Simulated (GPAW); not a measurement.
Runs of GPAW 26.7.0 on SnTe3. Symmetry: Fm-3m, No. 225, cubic system. Conventional cell: a = 7.722 Å, b = 7.722 Å, c = 7.722 Å, α = 90.00°, β = 90.00°, γ = 90.00°. Te (site symmetry m-3m) is surrounded by 8 Te at 3.34 Å. Around Te (site symmetry -43m) lie 4 Te at 3.34 Å and 4 Sn at 3.34 Å. Sn (site symmetry m-3m) has 8 Te at 3.34 Å as nearest neighbours. The cell comes from a database or a generator and needn't be the stable form of this composition.

| task | level | potentials or basis | cell | k mesh | cutoff (eV) | maxiter | band path | band points | convergence | optimizer | pressure (GPa) |
| --- | --- | --- | --- | --- | --- | --- | --- | --- | --- | --- | --- |
| band structure | PBEsol | PAW data sets generated in the run's folder for this functional, pw | as given | 6 × 6 × 6 | 600 | 150 | GXWKGLUWLK,UX | 60 | - | - | -3.2 |
| single point | LDA | the program's PAW data sets (release 1.2.1) made for this functional, pw | as given | 5 × 5 × 5 | 450 | 120 | - | - | default | - | -4.5 |
| band structure | PBE | GPAW PAW data sets (gpaw-data 1.2.1), pw | as given | 6 × 6 × 6 | 600 | 150 | GXWKGLUWLK,UX | 60 | - | - | (a) |
| relaxation of cell and atoms | PBEsol+D3(BJ)+ATM | PAW data sets generated in the run's folder for this functional, pw | relaxed | 6 × 6 × 6 | 600 | 150 | - | - | density=1e-05 forces=0.0001 | BFGS | 0.0 |

Alike in all rows: no spin polarisation; smearing fermi-dirac 0.05 eV.

Estimate the missing entries.

(a) -0.3.

Caveats: the cutoff is short for stress and forces, so pressures can be off by a GPa or more (some runs); later steps reuse the first step's grids (some runs); pairwise dispersion overbinds metals, which lowers pressure and volume (some runs).

Not every run made on this cell is shown here.
